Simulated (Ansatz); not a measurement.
# BiTe (Fm-3m) in Ansatz: further runs

The runs below take BiTe through single point, equation of state, with BLYP.

All numbers are computed with Ansatz 0.2.0; they aren't measurements. Logs are shortened: lines on timing, memory, paths and dates and some standing lists are left out, and cuts for length are marked.

### Step 1. The structure

It takes space group Fm-3m (No. 225, cubic). Conventional cell: a = 6.470 Å, b = 6.470 Å, c = 6.470 Å, α = 90.00°, β = 90.00°, γ = 90.00°. Bi (site symmetry m-3m) is surrounded by 6 Te at 3.23 Å. Te (site symmetry m-3m) is surrounded by 6 Bi at 3.23 Å.

### Step 2. Single point, BLYP, 31.82 Å³/atom (volume scaled by 0.94)

input.yaml reads:

```yaml
crystal:
  lattice:
    - [0.0, 3.1689610617, 3.1689610617]
    - [3.1689610617, 0.0, 3.1689610617]
    - [3.1689610617, 3.1689610617, 0.0]
  atoms:
    - { symbol: Bi, position: [0.0, 0.0, 0.0] }
    - { symbol: Te, position: [0.5, 0.5, 0.5] }
kpoints:
  mp_grid: { grid: [7, 7, 7] }
scf:
  occupations: { method: fermi_dirac, width: 0.02 }
hamiltonian:
  xc: blyp
  pseudopotentials: { kind: all_electron, lapw: { basis_error: 0.001 } }
output:
  forces: true
  stress: true
  eigenvalues: true
```

Potentials or basis: all-electron LAPW, scalar-relativistic.

Launch:

```
ansatz run input.yaml --threads 1 --pin off --max-ram 3072MiB --backend cpu --events-out ev --progress --plain --runs-dir out
```

The program printed:

```text
Warning: RAYON_NUM_THREADS=1 ignored (pool sized by the plan → 1); use --threads N
LAPW: plane waves up to 7.009 Å⁻¹, error target 1.0e-3 eV per atom; small_component_spin mean_spin; Te in spheres of 1.554 Å, 24 of its electrons in bands, Dirac shells []; Bi in spheres of 1.615 Å, 37 of its electrons in bands, Dirac shells [] (how accurate: hamiltonian.pseudopotentials.lapw.basis_error, Limitations)
Engine: ansatz 0.2.0, aarch64-unknown-linux-gnu
Pseudopotentials: kind: all_electron
Pseudopotential: Bi, LAPW, valence charge 37, lapw/all_electron/scalar/gaussian/Bi, Koelling and Harmon's equation, gaussian nucleus
Pseudopotential: Te, LAPW, valence charge 24, lapw/all_electron/scalar/gaussian/Te, Koelling and Harmon's equation, gaussian nucleus
Functional definition: BLYP
  parameter beta = 0.0042
  parameter a = 0.04918
  parameter b = 0.132
  parameter c = 0.2533
  parameter d = 0.349
  exchange = b88_x(beta = beta)
  correlation = lyp_c(a = a, b = b, c = c, d = d)
Crystal: 2 atoms, lattice volume = 63.647 Å³
Basis set: ecut = 187.16391642262315 eV, 339 PW (Γ), exchange–correlation at level 2
Bands: 37, of which v1, the nominal top of the filled ones, is band 31 counted from 1 (30 counted from 0)
Symmetry: 48 space group operations
Space group: Fm-3m (ITA 225), of the structure as read, at distance tolerance 4.0e-5 Å
k-points: 20 of 343
Non-local potential: Bi, projectors of the file, none
Non-local potential: Te, projectors of the file, none
Initial density: superposition of atomic densities (chi_scale 0.1, normalization cell, long waves kept (reshape's long-wave potential 0.00 eV rms))
Initial wavefunctions: plane waves of lowest kinetic energy (no species holds an atomic orbital)
Functional: x = b88, c = lyp
iter 1 solved again at ethr=2.95e-4 eV; its pass at ethr=1.00e-1 eV (dr2=1.80e-1 eV) is discarded
SCF iter   1: F=—  HF=-770636.219769 eV  |F-HF|=—  |Δ(HF+E_count)|=         —  Δρ=1.19e-2  dr2=1.80e-1  ethr=2.95e-4  ⟨swp⟩=2.9  Hψ=4622  notcnv=0
preconditioner: auto → LDOS  [metal: Δε(μ)=0.044 eV  Ē_g=11.403 eV  σ=0.020 eV  W_gap=0.46  n_scr=14 (ndim 8)  ℏωp=15.4 eV  f_vac=0.064  D(μ)=3.55/eV (n_scr^D=26)  β→1.0]
SCF iter   2: F=—  HF=-770636.200542 eV  |F-HF|=—  |Δ(HF+E_count)|=   1.92e-2  Δρ=5.16e-3  dr2=4.06e-2  ethr=2.95e-4  ⟨swp⟩=2.0  Hψ=2301  notcnv=0  defer=1
iter 3 solved again at ethr=1.27e-6 eV; its pass at ethr=6.66e-5 eV (dr2=7.73e-4 eV) is discarded
SCF iter   3: F=—  HF=-770636.194985 eV  |F-HF|=—  |Δ(HF+E_count)|=   5.56e-3  Δρ=7.59e-4  dr2=7.72e-4  ethr=1.27e-6  ⟨swp⟩=2.0  Hψ=3813  notcnv=0
SCF iter   4: F=—  HF=-770636.192175 eV  |F-HF|=—  |Δ(HF+E_count)|=   2.81e-3  Δρ=4.05e-4  dr2=1.69e-4  ethr=1.27e-6  ⟨swp⟩=2.0  Hψ=2174  notcnv=0
SCF iter   5: F=—  HF=-770636.191881 eV  |F-HF|=—  |Δ(HF+E_count)|=   2.94e-4  Δρ=1.58e-4  dr2=3.17e-5  ethr=2.77e-7  ⟨swp⟩=2.0  Hψ=2173  notcnv=0
SCF iter   6: F=—  HF=-770636.191861 eV  |F-HF|=—  |Δ(HF+E_count)|=   1.96e-5  Δρ=6.78e-5  dr2=5.74e-6  ethr=5.19e-8  ⟨swp⟩=2.0  Hψ=2173  notcnv=0
SCF iter   7: F=—  HF=-770636.191860 eV  |F-HF|=—  |Δ(HF+E_count)|=   1.05e-6  Δρ=1.82e-5  dr2=3.30e-7  ethr=9.41e-9  ⟨swp⟩=2.0  Hψ=2173  notcnv=0
SCF iter   8: F=-770636.191860 eV  HF=-770636.191860 eV  |F-HF|=1.63e-8  |Δ(HF+E_count)|=   4.99e-8  Δρ=3.91e-6  dr2=5.67e-9  ethr=5.41e-10  ⟨swp⟩=3.0  Hψ=2232  notcnv=0
SCF 1 converged in 8 iterations: F = -770636.191860 eV  dr2 = 5.67e-9
SCF converged after 8 iterations
Free energy (F): -770636.191860 eV
Harris-Foulkes:  -770636.191860 eV  (|F-HF|=1.63e-8)
Internal energy: -770636.188195 eV  (E = F + TS)
E sigma→0 (E₀):  -770636.190028 eV
Entropy (-TS):   -0.003665 eV (-1.833 meV/atom)
Fermi energy:    14.376823 eV
--- Per-component energies (eV) ---
  E_band       = -3714.163657
  E_kinetic    = 873388.643855
  E_xc         = -15644.143867
  E_electrostatic = -1628380.688183  (all electrons and nuclei)
  E_smearing   = -0.003665  (= −TS)
  E_closure    = 0.000000  (closes the sum)
  E_atoms      = -770630.608897  (free atoms, spherical and without spin; not in F)
  Σ components = -770636.191860   (vs F -770636.191860, Δ=0.00e0)
  Basis errors (estimates in eV, not in F): energy 4.3e-4 per atom: plane waves 4.2e-4 (2.3e-4 summed), levels above the bands 2.1e-149, relativity 1.1e-7, radial functions 1.6e-5, core shells 6.4e-9; eigenvalues (radial functions only) 3.5e-6; not estimated: angular momenta, meshes, grids; target (lapw.basis_error) 1.0e-3; muffin-tin radii Te 1.554 Å, Bi 1.615 Å
--- Forces (eV/Å), atoms counted from 1 ---
  atom   1  Bi    -0.00000000     0.00000000    -0.00000000
  atom   2  Te     0.00000000    -0.00000000    -0.00000000
  max |Σ_I F_I| component: 4.60e-30 eV/Å
--- Stress (GPa, compression-positive) ---
        8.541602      -0.000000       0.000000
       -0.000000       8.541602       0.000000
        0.000000       0.000000       8.541602
  P = ⅓ Tr σ = 8.5416 GPa (85.416 kbar)
--- Band table (eV; the first three rows and the last of 20) ---
  k-point 0: bands = ["-145.4867", "-139.2558", "-134.2884", "-134.2868", "-134.2868", "-134.2868", "-134.2855", "-134.2855", "-134.2855", "-95.5432", "-95.5432", "-95.5432", "-77.4426", "-77.4426", "-77.4426", "-22.9506", "-22.9506", "-22.9464", "-22.9464", "-22.9464", "-8.8467", "-8.8467", "-8.8383", "-8.8383", "-8.8383", "0.3151", "6.2633", "11.5926", "11.5926", "11.5926", "16.5400", "16.5400", "16.5400", "19.1614", "19.1614", "19.1614", "21.1400"]
  k-point 1: bands = ["-145.4867", "-139.2558", "-134.2884", "-134.2868", "-134.2868", "-134.2868", "-134.2855", "-134.2855", "-134.2855", "-95.5432", "-95.5432", "-95.5432", "-77.4426", "-77.4426", "-77.4426", "-22.9505", "-22.9505", "-22.9463", "-22.9463", "-22.9463", "-8.8479", "-8.8479", "-8.8379", "-8.8369", "-8.8369", "0.5098", "5.7456", "11.6604", "11.6604", "11.8313", "15.7960", "15.8544", "15.8544", "19.0394", "19.5363", "19.5363", "22.2490"]
  k-point 2: bands = ["-145.4867", "-139.2558", "-134.2884", "-134.2868", "-134.2868", "-134.2868", "-134.2855", "-134.2855", "-134.2855", "-95.5432", "-95.5432", "-95.5432", "-77.4426", "-77.4426", "-77.4426", "-22.9504", "-22.9504", "-22.9462", "-22.9460", "-22.9460", "-8.8510", "-8.8510", "-8.8370", "-8.8334", "-8.8334", "1.0834", "4.5645", "11.8796", "11.8796", "12.2686", "14.6070", "14.6728", "14.6728", "19.6360", "20.5957", "20.5957", "24.2519"]
  k-point 19: bands = ["-145.4867", "-139.2558", "-134.2884", "-134.2868", "-134.2868", "-134.2868", "-134.2855", "-134.2855", "-134.2855", "-95.5432", "-95.5432", "-95.5432", "-77.4426", "-77.4426", "-77.4426", "-22.9507", "-22.9501", "-22.9461", "-22.9458", "-22.9453", "-8.8610", "-8.8477", "-8.8357", "-8.8321", "-8.8257", "2.7680", "3.1836", "8.9391", "9.5610", "12.2700", "14.4444", "17.7504", "18.6491", "19.1899", "20.3578", "23.8808", "24.2390"]
```

Run time: 7.9 s. Hardware: 1 thread of Arm Neoverse V1, shared host; peak memory 0.28 GiB.

What came out:

| Quantity | Value |
| --- | --- |
| Free energy | -770636.1919 eV |
| Pressure | 8.5 GPa |
| Band gap on the k mesh | none (metal or under the smearing width) |

Caveat: spin-orbit coupling is left out, which moves the levels of the heavy elements.

### Step 3. Single point, BLYP, 32.50 Å³/atom (volume scaled by 0.96)

input.yaml: that of step 2 with these lines changed.

```diff
@@ -2,5 +2,5 @@
   lattice:
-    - [0.0, 3.1689610617, 3.1689610617]
-    - [3.1689610617, 0.0, 3.1689610617]
-    - [3.1689610617, 3.1689610617, 0.0]
+    - [0.0, 3.1912784242, 3.1912784242]
+    - [3.1912784242, 0.0, 3.1912784242]
+    - [3.1912784242, 3.1912784242, 0.0]
   atoms:
```

Potentials or basis: all-electron LAPW, scalar-relativistic.

Launch:

```
ansatz run input.yaml --threads 1 --pin off --max-ram 3072MiB --backend cpu --events-out ev --progress --plain --runs-dir out
```

Wall time 8 s (1 thread of Arm Neoverse V1, shared host); peak memory 0.28 GiB.

Results (log left out):

| Property | Result |
| --- | --- |
| Free energy | -770636.2576 eV |
| Pressure | 7.1 GPa |
| Band gap on the k mesh | none (metal or under the smearing width) |

Caveat: spin-orbit coupling is left out, which moves the levels of the heavy elements.

### Step 4. Single point, BLYP, 33.18 Å³/atom (volume scaled by 0.98)

input.yaml: that of step 3 with these lines changed.

```diff
@@ -2,5 +2,5 @@
   lattice:
-    - [0.0, 3.1912784242, 3.1912784242]
-    - [3.1912784242, 0.0, 3.1912784242]
-    - [3.1912784242, 3.1912784242, 0.0]
+    - [0.0, 3.2132879364, 3.2132879364]
+    - [3.2132879364, 0.0, 3.2132879364]
+    - [3.2132879364, 3.2132879364, 0.0]
   atoms:
```

Launch:

```
ansatz run input.yaml --threads 1 --pin off --max-ram 3072MiB --backend cpu --events-out ev --progress --plain --runs-dir out
```

Wall time 8.1 s (1 thread of Arm Neoverse V1, shared host); peak memory 0.28 GiB.

It converged, with:

* Free energy: -770636.3115 eV
* Pressure: 5.7 GPa
* Band gap on the k mesh: none (metal or under the smearing width)

Caveat: spin-orbit coupling is left out, which moves the levels of the heavy elements.

### Step 5. Single point, BLYP, 33.86 Å³/atom

input.yaml: that of step 4 with these lines changed.

```diff
@@ -2,5 +2,5 @@
   lattice:
-    - [0.0, 3.2132879364, 3.2132879364]
-    - [3.2132879364, 0.0, 3.2132879364]
-    - [3.2132879364, 3.2132879364, 0.0]
+    - [0.0, 3.235, 3.235]
+    - [3.235, 0.0, 3.235]
+    - [3.235, 3.235, 0.0]
   atoms:
```

Launch:

```
ansatz run input.yaml --threads 1 --pin off --max-ram 3072MiB --backend cpu --events-out ev --progress --plain --runs-dir out
```

It took 8.1 s on 1 thread of Arm Neoverse V1, shared host; peak memory 0.28 GiB.

It converged, with:

```
Free energy            : -770636.3546 eV
Pressure               : 4.5 GPa
Band gap on the k mesh : none (metal or under the smearing width)
```

Caveat: spin-orbit coupling is left out, which moves the levels of the heavy elements.

### Step 6. Single point, BLYP, 34.53 Å³/atom (volume scaled by 1.02)

input.yaml: that of step 5 with these lines changed.

```diff
@@ -2,5 +2,5 @@
   lattice:
-    - [0.0, 3.235, 3.235]
-    - [3.235, 0.0, 3.235]
-    - [3.235, 3.235, 0.0]
+    - [0.0, 3.2564244654, 3.2564244654]
+    - [3.2564244654, 0.0, 3.2564244654]
+    - [3.2564244654, 3.2564244654, 0.0]
   atoms:
```

Potentials or basis: all-electron LAPW, scalar-relativistic.

Launch:

```
ansatz run input.yaml --threads 1 --pin off --max-ram 3072MiB --backend cpu --events-out ev --progress --plain --runs-dir out
```

Run time: 8.1 s. Hardware: 1 thread of Arm Neoverse V1, shared host; peak memory 0.28 GiB.

Results (log left out):

| Item | Value |
| --- | --- |
| Free energy | -770636.3882 eV |
| Pressure | 3.5 GPa |
| Band gap on the k mesh | none (metal or under the smearing width) |

Caveat: spin-orbit coupling is left out, which moves the levels of the heavy elements.

### Step 7. Single point, BLYP, 35.21 Å³/atom (volume scaled by 1.04)

input.yaml: that of step 6 with these lines changed.

```diff
@@ -2,5 +2,5 @@
   lattice:
-    - [0.0, 3.2564244654, 3.2564244654]
-    - [3.2564244654, 0.0, 3.2564244654]
-    - [3.2564244654, 3.2564244654, 0.0]
+    - [0.0, 3.2775706714, 3.2775706714]
+    - [3.2775706714, 0.0, 3.2775706714]
+    - [3.2775706714, 3.2775706714, 0.0]
   atoms:
```

Launch:

```
ansatz run input.yaml --threads 1 --pin off --max-ram 3072MiB --backend cpu --events-out ev --progress --plain --runs-dir out
```

Wall time 7.5 s (1 thread of Arm Neoverse V1, shared host); peak memory 0.28 GiB.

It converged, with:

```yaml
Free_energy: -770636.4132 eV
Pressure: 2.5 GPa
Band_gap_on_the_k_mesh: none (metal or under the smearing width)
```

Caveat: spin-orbit coupling is left out, which moves the levels of the heavy elements.

### Step 8. Single point, BLYP, 35.89 Å³/atom (volume scaled by 1.06)

input.yaml: that of step 7 with these lines changed.

```diff
@@ -2,5 +2,5 @@
   lattice:
-    - [0.0, 3.2775706714, 3.2775706714]
-    - [3.2775706714, 0.0, 3.2775706714]
-    - [3.2775706714, 3.2775706714, 0.0]
+    - [0.0, 3.2984474805, 3.2984474805]
+    - [3.2984474805, 0.0, 3.2984474805]
+    - [3.2984474805, 3.2984474805, 0.0]
   atoms:
```

Launch:

```
ansatz run input.yaml --threads 1 --pin off --max-ram 3072MiB --backend cpu --events-out ev --progress --plain --runs-dir out
```

It took 7.5 s on 1 thread of Arm Neoverse V1, shared host; peak memory 0.28 GiB.

It converged, with:

* Free energy: -770636.4303 eV
* Pressure: 1.6 GPa
* Band gap on the k mesh: none (metal or under the smearing width)

Caveat: spin-orbit coupling is left out, which moves the levels of the heavy elements.

### Step 9. Equation of state, BLYP

Potentials or basis: all-electron LAPW, scalar-relativistic.

This step only gathers the single runs of the series.

Results:

```
Equilibrium volume : 37.35 Å³/atom (rough: see the caveat)
Bulk modulus       : 36 GPa (rough)
```

Energy against volume, from the lowest point:
```tsv
volume (Å³/atom)	energy (meV/atom)
31.824	119.24
32.501	86.36
33.178	59.44
33.855	37.85
34.532	21.07
35.209	8.58
35.886	0.00
```

Caveat: the minimum lies outside the volumes run; spin-orbit coupling is left out, which moves the levels of the heavy elements.
